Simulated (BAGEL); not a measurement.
# singlet [BGePH5]+ at 4 levels

Wanted: a comparison of 4 runs (HF/3-21G, B3LYP/6-31G*, PBE0/6-31G*, RI-MP2/6-31G*) of singlet [BGePH5]+. 

Program for the calculation: BAGEL 1.2.2.

## (1) The system as given

The species is [BGePH5]+ (8 atoms), meant as a singlet with charge +1. SMILES of the parent species: `[BH][PH][GeH3]`. The shape comes from GFN2-xTB, which is rough for such elements, and wasn't checked as a minimum. This is one conformer, not always the lowest. That shape belongs to the parent species and isn't relaxed for this state.

Bond lengths: B1–P2 1.775 Å, P2–Ge3 2.296 Å, B1–H4 1.156 Å, P2–H5 1.400 Å, Ge3–H6 1.504 Å, Ge3–H7 1.508 Å, Ge3–H8 1.501 Å. Angles: B1–P2–Ge3 106.6°, B1–P2–H5 110.0°, Ge3–P2–H5 96.2°, P2–B1–H4 138.7°, P2–Ge3–H6 110.3°, P2–Ge3–H7 116.8°, P2–Ge3–H8 110.2°, H6–Ge3–H7 105.9°, H6–Ge3–H8 107.0°, H7–Ge3–H8 106.0°.

## (2) The energy at HF/3-21G (density fitting with qzvpp-jkfit) (run 1)

Contents of job.json:

```json
{ "bagel" : [

{
  "title" : "molecule",
  "basis" : "3-21g",
  "df_basis" : "qzvpp-jkfit",
  "angstrom" : true,
  "geometry" : [
    { "atom" : "B", "xyz" : [      -1.184220,       0.318540,      -1.662470 ] },
    { "atom" : "P", "xyz" : [      -0.231050,       1.114170,      -0.393720 ] },
    { "atom" : "Ge", "xyz" : [       0.333610,      -0.515640,       1.121660 ] },
    { "atom" : "H", "xyz" : [      -1.387870,       0.431820,      -2.794570 ] },
    { "atom" : "H", "xyz" : [       1.069980,       1.354240,      -0.851000 ] },
    { "atom" : "H", "xyz" : [       1.405770,      -0.016940,       2.050550 ] },
    { "atom" : "H", "xyz" : [       0.846320,      -1.817220,       0.559260 ] },
    { "atom" : "H", "xyz" : [      -0.852540,      -0.868970,       1.970290 ] }
  ]
},

{ "title" : "hf", "charge" : 1 },

{ "title" : "print", "file" : "orbitals.molden", "orbitals" : true }

]}
```

On the command line:

```sh
$ BAGEL_NUM_THREADS=1 BAGEL job.json > job.out
```

The log of the run:

```text
* using 1 threads per process

  ===============================================================
  ===============================================================

  *** Geometry ***

  { "atom" : "B", "xyz" : [     -2.237851,      0.601953,     -3.141613 ] },
  { "atom" : "P", "xyz" : [     -0.436621,      2.105476,     -0.744023 ] },
  { "atom" : "Ge", "xyz" : [      0.630432,     -0.974418,      2.119630 ] },
  { "atom" : "H", "xyz" : [     -2.622694,      0.816022,     -5.280972 ] },
  { "atom" : "H", "xyz" : [      2.021969,      2.559143,     -1.608157 ] },
  { "atom" : "H", "xyz" : [      2.656520,     -0.032012,      3.874978 ] },
  { "atom" : "H", "xyz" : [      1.599313,     -3.434048,      1.056848 ] },
  { "atom" : "H", "xyz" : [     -1.611067,     -1.642115,      3.723308 ] },

  Number of auxiliary basis functions:      559

  Since a DF basis is specified, we compute 2- and 3-index integrals:
    o Being stored without compression. Storage requirement is 0.013 GB

  Number of basis functions:       54
  Number of electrons      :       57

    * METHOD: MOLECULE                             0.28

  *** RHF ***

  === Nuclear Repulsion ===
   225.3676735876

      * DIIS with orbital gradients will be used.

  === RHF iteration (3-21g) ===
      0      -2431.32284091          0.01080496           0.08
      1      -2431.39143606          0.00372251           0.07
      2      -2431.39667421          0.00114703           0.07
      3      -2431.39746883          0.00032225           0.07
      4      -2431.39753109          0.00010404           0.07
      5      -2431.39754216          0.00003690           0.07
      6      -2431.39754367          0.00001132           0.07
      7      -2431.39754381          0.00000302           0.07
      8      -2431.39754382          0.00000118           0.07
      9      -2431.39754382          0.00000059           0.07
     10      -2431.39754382          0.00000025           0.07
     11      -2431.39754382          0.00000011           0.07
     12      -2431.39754382          0.00000004           0.07
     13      -2431.39754382          0.00000002           0.07
     14      -2431.39754382          0.00000000           0.07
    * SCF iteration converged.

    * Permanent dipole moment:
           (    0.938256,    -0.251034,     2.348280) a.u.

    * METHOD: HF                                   1.28

    * METHOD: PRINT                                0.01

  ===============================================================
```

It took 1.7 s on 1 thread of Arm Neoverse V2, shared host; peak memory 0.099 GiB.

## (3) The energy at B3LYP/6-31G(d) (density fitting with qzvpp-jkfit, spherical functions) (run 2)

Contents of input.json:

```json
{ "bagel" : [

{
  "title" : "molecule",
  "basis" : "6-31gs.json",
  "df_basis" : "qzvpp-jkfit",
  "angstrom" : true,
  "geometry" : [
    { "atom" : "B", "xyz" : [   -1.184220,    0.318540,   -1.662470 ] },
    { "atom" : "P", "xyz" : [   -0.231050,    1.114170,   -0.393720 ] },
    { "atom" : "Ge", "xyz" : [    0.333610,   -0.515640,    1.121660 ] },
    { "atom" : "H", "xyz" : [   -1.387870,    0.431820,   -2.794570 ] },
    { "atom" : "H", "xyz" : [    1.069980,    1.354240,   -0.851000 ] },
    { "atom" : "H", "xyz" : [    1.405770,   -0.016940,    2.050550 ] },
    { "atom" : "H", "xyz" : [    0.846320,   -1.817220,    0.559260 ] },
    { "atom" : "H", "xyz" : [   -0.852540,   -0.868970,    1.970290 ] }
  ]
},
{
  "title" : "ks",
  "xc_func" : "b3lyp",
  "charge" : 1
},
{
  "title" : "print",
  "file" : "orbitals.molden",
  "orbitals" : true
}

]}
```

The basis set 6-31G* is read from a file made from the Basis Set Exchange's data (not shown).

On the command line:

```sh
$ BAGEL_NUM_THREADS=1 BAGEL input.json > input.out
```

The log of the run:

```text
* using 1 threads per process

  ===============================================================
  ===============================================================

  *** Geometry ***

  { "atom" : "B", "xyz" : [     -2.237851,      0.601953,     -3.141613 ] },
  { "atom" : "P", "xyz" : [     -0.436621,      2.105476,     -0.744023 ] },
  { "atom" : "Ge", "xyz" : [      0.630432,     -0.974418,      2.119630 ] },
  { "atom" : "H", "xyz" : [     -2.622694,      0.816022,     -5.280972 ] },
  { "atom" : "H", "xyz" : [      2.021969,      2.559143,     -1.608157 ] },
  { "atom" : "H", "xyz" : [      2.656520,     -0.032012,      3.874978 ] },
  { "atom" : "H", "xyz" : [      1.599313,     -3.434048,      1.056848 ] },
  { "atom" : "H", "xyz" : [     -1.611067,     -1.642115,      3.723308 ] },

  Number of auxiliary basis functions:      559

  Since a DF basis is specified, we compute 2- and 3-index integrals:
    o Being stored without compression. Storage requirement is 0.024 GB

  Number of basis functions:       74
  Number of electrons      :       57

    * METHOD: MOLECULE                             0.36

  *** Kohn-Sham DFT ***

    * Removing 13369 points whose weight is below 1.00e-10
    * Grid points: 105879

  === Nuclear Repulsion ===
   225.3676735876

       - DIIS with orbital gradients will be used.

  === KS iteration (b3lyp / 6-31gs.json) ===
      0      -2363.07783856          0.09888470           0.43
      1      -2109.27060775          0.22474051           0.40
      2      -2198.88662262          0.07961684           0.40
      3      -2108.70583757          0.15512309           0.39
      4      -2175.34529355          0.16028123           0.39
      5      -2313.46862204          0.15975394           0.39
      6      -2317.23174012          0.14945942           0.40
      7      -2317.32195421          0.15082745           0.40
      8      -2200.64259508          0.10181415           0.40
      9      -2385.77088541          0.41519383           0.40
     10      -2318.69574977          0.16697440           0.40
     11      -2319.30037557          0.16927159           0.40
     12      -2328.40448542          0.16376758           0.40
     13      -2314.11729020          0.17942171           0.39
     14      -2203.42478325          0.12001902           0.39
     15      -2319.76432804          0.15598958           0.40
[... 49 lines of this table left out ...]
     65      -2445.59115554          0.00000496           0.40
     66      -2445.59115556          0.00000252           0.40
     67      -2445.59115557          0.00000067           0.39
     68      -2445.59115557          0.00000055           0.39
     69      -2445.59115557          0.00000015           0.39
     70      -2445.59115557          0.00000003           0.39
     71      -2445.59115557          0.00000002           0.39
     72      -2445.59115557          0.00000001           0.40
    * SCF iteration converged.

    * Permanent dipole moment:
           (    0.856480,    -0.512226,     2.023426) a.u.

    * METHOD: KS                                  29.19

    * METHOD: PRINT                                0.01

  ===============================================================
```

Run time: 30 s. Hardware: 1 thread of Arm Neoverse V2, shared host; peak memory 0.42 GiB.

Run 3 isn't shown in full; the table further down has it.

## (4) The energy at RI-MP2/6-31G(d) (density fitting with qzvpp-jkfit, spherical functions) (run 4)

Changes to job.json since step 2:

```diff
@@ -4,5 +4,5 @@
   "title" : "molecule",
-  "basis" : "3-21g",
+  "basis" : "6-31gs.json",
   "df_basis" : "qzvpp-jkfit",
-  "angstrom" : true,
+  "angstrom" : "true",
   "geometry" : [
@@ -21,3 +21,3 @@
 
-{ "title" : "print", "file" : "orbitals.molden", "orbitals" : true }
+{ "title" : "mp2", "charge" : 1, "ncore" : 15 }
```

The basis set 6-31G* is read from a file made from the Basis Set Exchange's data (not shown).

On the command line:

```sh
$ BAGEL_NUM_THREADS=1 BAGEL job.json > job.out
```

The log of the run:

```text
* using 1 threads per process

  ===============================================================
  ===============================================================

  *** Geometry ***

  { "atom" : "B", "xyz" : [     -2.237851,      0.601953,     -3.141613 ] },
  { "atom" : "P", "xyz" : [     -0.436621,      2.105476,     -0.744023 ] },
  { "atom" : "Ge", "xyz" : [      0.630432,     -0.974418,      2.119630 ] },
  { "atom" : "H", "xyz" : [     -2.622694,      0.816022,     -5.280972 ] },
  { "atom" : "H", "xyz" : [      2.021969,      2.559143,     -1.608157 ] },
  { "atom" : "H", "xyz" : [      2.656520,     -0.032012,      3.874978 ] },
  { "atom" : "H", "xyz" : [      1.599313,     -3.434048,      1.056848 ] },
  { "atom" : "H", "xyz" : [     -1.611067,     -1.642115,      3.723308 ] },

  Number of auxiliary basis functions:      559

  Since a DF basis is specified, we compute 2- and 3-index integrals:
    o Being stored without compression. Storage requirement is 0.024 GB

  Number of basis functions:       74
  Number of electrons      :       57

    * METHOD: MOLECULE                             0.36

  *** RHF ***

  === Nuclear Repulsion ===
   225.3676735876

      * DIIS with orbital gradients will be used.

  === RHF iteration (6-31gs.json) ===
      0      -2442.95669423          0.00934544           0.11
      1      -2443.02263741          0.00319527           0.11
      2      -2443.02841364          0.00122553           0.10
      3      -2443.02935759          0.00031348           0.10
      4      -2443.02944318          0.00013163           0.10
      5      -2443.02946423          0.00005387           0.10
      6      -2443.02946869          0.00002504           0.11
      7      -2443.02946976          0.00001074           0.10
      8      -2443.02946999          0.00000409           0.10
      9      -2443.02947002          0.00000187           0.10
     10      -2443.02947003          0.00000083           0.11
     11      -2443.02947003          0.00000038           0.11
     12      -2443.02947003          0.00000017           0.11
     13      -2443.02947003          0.00000008           0.11
     14      -2443.02947003          0.00000003           0.11
     15      -2443.02947003          0.00000002           0.11
     16      -2443.02947003          0.00000001           0.10
    * SCF iteration converged.

    * Permanent dipole moment:
           (    1.071406,    -0.443824,     2.351347) a.u.

    * METHOD: HF                                   2.09

  *** RHF ***

  === Nuclear Repulsion ===
   225.3676735876

      * DIIS with orbital gradients will be used.

  === RHF iteration (6-31gs.json) ===
      0      -2443.02947003          0.00000001           0.10
    * SCF iteration converged.

    * Permanent dipole moment:
           (    1.071405,    -0.443824,     2.351346) a.u.

  === DF-MP2 calculation ===

    * freezing 15 orbitals
    * 3-index integral transformation done
    * assembly done

      MP2 correlation energy:   -0.4089690049      0.04

      MP2 total energy:       -2443.4384390333

    * METHOD: MP2                                  0.27

  ===============================================================
```

It took 2.9 s on 1 thread of Arm Neoverse V2, shared host; peak memory 0.13 GiB.

## (5) All runs side by side

```csv
run,level,frozen core orbitals,energy (Eh),HOMO energy (eV),LUMO energy (eV),HOMO–LUMO gap (eV),wall time
1,HF/3-21G (density fitting with qzvpp-jkfit),–,-2431.397544,-15.95,-6.26,9.69,1.7 s
2,"B3LYP/6-31G* (density fitting with qzvpp-jkfit, spherical functions)",–,-2445.591156,-13.34,-9.91,3.43,30 s
3,"PBE0/6-31G* (density fitting with qzvpp-jkfit, spherical functions)",–,-2445.087389,-13.56,-9.71,3.85,14 s
4,"RI-MP2/6-31G* (density fitting with qzvpp-jkfit, spherical functions)",15,-2443.438439,–,–,–,2.9 s
```

## (6) What came out

```
                                           quantity           value
                                run 4: total energy  -2443.43844 Eh
run 4: correlation energy (15 core orbitals frozen)      -409.0 mEh
```

In words: Over runs 1, 2, 3 the HOMO–LUMO gap runs from 3.43 eV (B3LYP/6-31G*) to 9.69 eV (HF/3-21G). The two ends differ in method and basis. Totals of different functionals can't be ranked against each other. All runs together took 49 s, the longest 30 s.
